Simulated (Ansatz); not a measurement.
# BGeNH (quartet): from Hartree-Fock to the top rungs, cc-pVDZ

One table from this session's results is given with a row withheld; the runs are named, their logs left out.

The runs use Ansatz 0.2.0, Gaussian basis; cc-pVDZ, core rule «outside noble gas», up to 16 orbitals frozen.

The runs, in order: UHF; CCSD(T) on ROHF; CCSD(T) on UHF; BCCD(T) on ROHF; CISD; CCSDT(Q) on ROHF; CCSDT(Q) on UHF.

18 further runs of the same task are left out: 7 that didn't finish, 11 set aside as unsound or not needed.

**The system**

The geometry is a PBE0/def2-TZVP stationary point (not a proven minimum) of the parent state, kept for this charge and spin. No spin-orbit coupling is included. The filled d shell of Ge may be among the frozen orbitals whatever the setting's name suggests; the logs give the count.

4 atoms, charge 0, spin multiplicity 4.

Atoms are counted from 1 here; the program's logs count them from 0.

Bond lengths: Ge1–B2 2.032 Å, Ge1–H4 1.588 Å, B2–N3 1.314 Å. Angles: B2–Ge1–H4 89.3°, Ge1–B2–N3 176.5°.

Set-up of the first run:

in.yaml

```yaml
crystal:
  periodic: [false, false, false]
  atoms:
    - {symbol: Ge, position_ang: [0.000000, -0.030376, 0.698274]}
    - {symbol: B, position_ang: [0.000000, 0.043546, -1.332114]}
    - {symbol: N, position_ang: [0.000000, 0.011842, -2.646111]}
    - {symbol: H, position_ang: [0.000000, 1.557476, 0.736277]}
basis:
  gaussian: {orbitals: cc-pVDZ}
magnetization: {spin_polarized: true, initial_magnetization: 3}
hamiltonian: {xc: hf}
output: {orbitals: {seedname: orbitals}}
```

On the command line:

```console
$ ansatz run in.yaml --threads 1 --pin off --events-out ev --progress --plain --max-ram 2393MiB
```

Steps of the session up to this table: UHF; CCSD(T) on ROHF; CCSD(T) on UHF; BCCD(T) on ROHF; CISD; CCSDT(Q) on ROHF; CCSDT(Q) on UHF.

One of the session's tables, all rows but one given; the rest of the session is left out.

```
   method  from UCCSDT(Q) (meV)
     ROHF               +8475.3
      UHF               +8242.0
     RMP2               +1391.0
     UMP2               +1535.9
     CISD               +1184.2
    RCCSD                +419.0
    UCCSD                +397.6
 RCCSD(T)                 +97.0
 UCCSD(T)                     ?
  BCCD(T)                 +98.0
   RCCSDT                 +43.7
   UCCSDT                 +31.9
RCCSDT(Q)                 +17.3
UCCSDT(Q)                     0
```

**Question.** Estimate the row for UCCSD(T).

As computed: from UCCSDT(Q) (meV): +91.3. In the column «from UCCSDT(Q) (meV)» it lies between RCCSDT (+43.7) and RCCSD(T) (+97.0).

Caveats from the session: Restricted and unrestricted rows rest on different reference determinants; where their highest levels disagree by more than a few hundredths of an eV, they describe different states and don't form one ladder.
